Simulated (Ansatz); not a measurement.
# CH₃NSe: how energies converge with the basis set

One table from this session's results is given with a row withheld; the runs are named, their logs left out.

Program: Ansatz 0.2.0, Gaussian basis. Level of theory: one geometry, several basis sets. These are calculated values, not measurements.

Levels to be run: PBE0-D4/def2-SVP; ωB97M-V/def2-SVP; PBE0-D4/def2-QZVPP; ωB97M-V/def2-QZVPP; the functionals' def2-TZVPP values are taken from earlier runs.

## The relaxed structure

The geometry comes from an earlier relaxation with PBE0-D4 in a triple-zeta def2 set; it is a stationary point.

SMILES `NC=[Se]`, 6 atoms, charge 0, spin multiplicity 1.

Atoms are counted from 1 here; the program's logs count them from 0.

Bond lengths: N1–C2 1.328 Å, N1–H4 1.006 Å, N1–H5 1.008 Å, C2–Se3 1.780 Å, C2–H6 1.089 Å. Angles: C2–N1–H4 121.8°, C2–N1–H5 119.3°, H4–N1–H5 118.9°, N1–C2–Se3 126.0°, N1–C2–H6 113.4°, Se3–C2–H6 120.6°.

Set-up of the first run:

The input, in.yaml:

```yaml
crystal:
  periodic: [false, false, false]
  atoms:
    - {symbol: N, position_ang: [-0.202264, -0.416433, 0.582412]}
    - {symbol: C, position_ang: [0.024708, 0.355014, -0.474915]}
    - {symbol: Se, position_ang: [1.616590, 0.714583, -1.184375]}
    - {symbol: H, position_ang: [-1.132106, -0.576897, 0.930863]}
    - {symbol: H, position_ang: [0.575718, -0.854360, 1.050313]}
    - {symbol: H, position_ang: [-0.882656, 0.778094, -0.904299]}
basis:
  gaussian: {orbitals: def2-SVP}
hamiltonian: {xc: pbe0, dispersion: d4}
output: {orbitals: {seedname: orbitals}}
```

The run is started by

```
$ ansatz run in.yaml --threads 2 --pin off --events-out ev --progress --plain --max-ram 4352MiB
```

Steps of the session up to this table: PBE0-D4 in def2-SVP; ωB97M-V in def2-SVP; PBE0-D4 in def2-QZVPP; ωB97M-V in def2-QZVPP.

One of the session's tables, all rows but one given; the rest of the session is left out.

| functional | basis | HOMO (eV) |
| --- | --- | --- |
| PBE0-D4 | def2-SVP | -5.67 |
| PBE0-D4 | def2-TZVPP | ? |
| PBE0-D4 | def2-QZVPP | -5.94 |
| ωB97M-V | def2-SVP | -7.78 |
| ωB97M-V | def2-TZVPP | -8.04 |
| ωB97M-V | def2-QZVPP | -8.08 |

Estimate the missing values for PBE0-D4, def2-TZVPP.

**Answer.** HOMO (eV): -5.91. In the column «HOMO (eV)» it lies between PBE0-D4, def2-QZVPP (-5.94) and PBE0-D4, def2-SVP (-5.67).
